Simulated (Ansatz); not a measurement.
# CH₃BrOSi: one species, many methods

The task here is to estimate one member of a computed series from the others.

Method: functionals in def2-TZVPP, the program's frozen cores in correlated methods; program: Ansatz 0.2.0, Gaussian basis.

Plan: LDA (SPW92), PBE-D4, revPBE-D4, BLYP-D4, r2SCAN-D4, B97M-V, PBE0-D4, B3LYP-D4, r2SCANh-D4, r2SCAN0-D4, HSE06-D4, BHLYP-D4, CAM-B3LYP-D4, LC-ωPBE, ωB97X-V, ωB97M-V, B2PLYP, PBE-QIDH; CCSD(T)/def2-SVP; CCSD(T)/def2-TZVPP; MP2/def2-QZVPP; extrapolation to the limit; RPA on PBE.

## Structure used throughout

An earlier PBE0-D4 in a triple-zeta def2 set relaxation fixed the geometry.

SMILES `BrC1O[SiH2]1`, 7 atoms, charge 0, spin multiplicity 1.

Atoms are counted from 1 here; the program's logs count them from 0.

Bond lengths: Br1–C2 1.934 Å, C2–O3 1.428 Å, C2–Si4 1.806 Å, C2–H5 1.085 Å, O3–Si4 1.677 Å, Si4–H6 1.475 Å, Si4–H7 1.477 Å. Angles: Br1–C2–O3 114.5°, Br1–C2–Si4 121.2°, Br1–C2–H5 108.3°, O3–C2–Si4 61.2°, O3–C2–H5 114.2°, Si4–C2–H5 127.4°, C2–O3–Si4 70.6°, C2–Si4–O3 48.2°, C2–Si4–H6 120.1°, C2–Si4–H7 122.9°, O3–Si4–H6 117.0°, O3–Si4–H7 115.8°, H6–Si4–H7 114.8°.

Set-up of the first run:

Input file in.yaml:

```yaml
crystal:
  periodic: [false, false, false]
  atoms:
    - {symbol: Br, position_ang: [-0.945062, -1.738739, 1.400159]}
    - {symbol: C, position_ang: [0.349515, -0.653001, 0.459729]}
    - {symbol: O, position_ang: [0.255787, -0.717913, -0.964137]}
    - {symbol: Si, position_ang: [-0.151740, 0.825260, -0.448712]}
    - {symbol: H, position_ang: [1.334971, -0.882509, 0.851647]}
    - {symbol: H, position_ang: [-1.575593, 1.201083, -0.523553]}
    - {symbol: H, position_ang: [0.793422, 1.897919, -0.820733]}
basis:
  gaussian: {orbitals: def2-TZVPP}
hamiltonian: {xc: lda}
output: {orbitals: {seedname: orbitals}}
```

The run is started by

```sh
$ ansatz run in.yaml --threads 2 --pin off --events-out ev --progress --plain --max-ram 4352MiB
```

Among the steps run: LDA; PBE-D4 (GGA); revPBE-D4 (GGA); BLYP-D4 (GGA); r2SCAN-D4 (meta-GGA); B97M-V (meta-GGA); B3LYP-D4 (hybrid); r2SCANh-D4 (hybrid); r2SCAN0-D4 (hybrid); HSE06-D4 (hybrid); BHLYP-D4 (hybrid); CAM-B3LYP-D4 (range-separated); LC-ωPBE (range-separated); ωB97X-V (range-separated); ωB97M-V (range-separated); B2PLYP (double hybrid); PBE-QIDH (double hybrid).

One of the session's tables, all rows but one given; the rest of the session is left out.

It belongs to the step «Frontier levels by functional». 

| functional | HOMO (eV) | gap (eV) |
| --- | --- | --- |
| LDA (SPW92) | -6.35 | 4.18 |
| PBE-D4 | -6.19 | 4.22 |
| revPBE-D4 | -6.13 | 4.25 |
| BLYP-D4 | -6.04 | 4.18 |
| r2SCAN-D4 | -6.43 | 4.71 |
| B97M-V | -6.52 | 4.70 |
| PBE0-D4 | -7.39 | 6.26 |
| B3LYP-D4 | -7.17 | 5.81 |
| r2SCANh-D4 | -6.88 | 5.45 |
| r2SCAN0-D4 | -7.55 | 6.57 |
| HSE06-D4 | -6.99 | 5.49 |
| BHLYP-D4 | -8.48 | 8.20 |
| CAM-B3LYP-D4 | -8.71 | 8.59 |
| LC-ωPBE | ? | ? |
| ωB97X-V | -9.70 | 10.62 |
| ωB97M-V | -9.57 | 10.23 |

Estimate the missing values for LC-ωPBE.

The run gave: HOMO (eV): -10.05; gap (eV): 11.11. In the column «HOMO (eV)» it is the lowest.
